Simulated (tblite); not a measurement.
# C2H6F2GeS3Si2: the cost of one run

Computed with tblite 0.8.0 (tight binding) and PySCF 2.14.0 (DFT, with response routines of our own); each step states its level. Atoms count from 0 throughout.

## 1. The starting structure

16 atoms, charge 0, multiplicity 1; geometry from: UFF geometry.

Bonds of the start (Å): C0–C1 1.33, C0–H10 1.08, C0–H11 1.08, C1–H12 1.09, C1–Si2 1.86, Ge4–H14 1.56, Ge4–H15 1.55, Ge4–S5 2.21, S3–Ge4 2.21, S5–Si6 2.15, Si2–H13 1.46, Si2–S3 2.16, Si2–S9 2.17, Si6–F7 1.69, Si6–F8 1.68, Si6–S9 2.16.

## 2. GFN2-xTB relaxation, conformer 1

What the job is given:

```
{"job": {"xc": "GFN2-xTB", "basis": "xTB", "kind": "relax"}, "charge": 0, "multiplicity": 1}
C      2.340000     0.546700    -0.976600
C      1.556500     0.463500     0.098900
Si     0.960200    -1.184800     0.712700
S      0.081500    -2.360100    -0.872900
Ge    -1.449800    -0.855500    -1.395100
S     -3.052900    -0.852200     0.133200
Si    -1.859000     0.239800     1.554000
F     -2.875300     0.747700     2.803700
F     -1.190300     1.608300     0.845200
S     -0.345200    -1.023800     2.435900
H      2.682500     1.517500    -1.311100
H      2.608600    -0.338100    -1.537500
H      1.295700     1.358100     0.667500
H      2.146000    -1.920000     1.151900
H     -0.824500     0.561000    -1.575000
H     -2.081500    -1.260100    -2.746200
```

Command:

```console
$ OMP_NUM_THREADS=1 python ens_run.py task.json out
```

The driver reads the study from task.json and runs its stages one after another.

Q: Estimate the wall time of this first job on 1 thread of Arm Neoverse V1, shared host.

About 2 s.
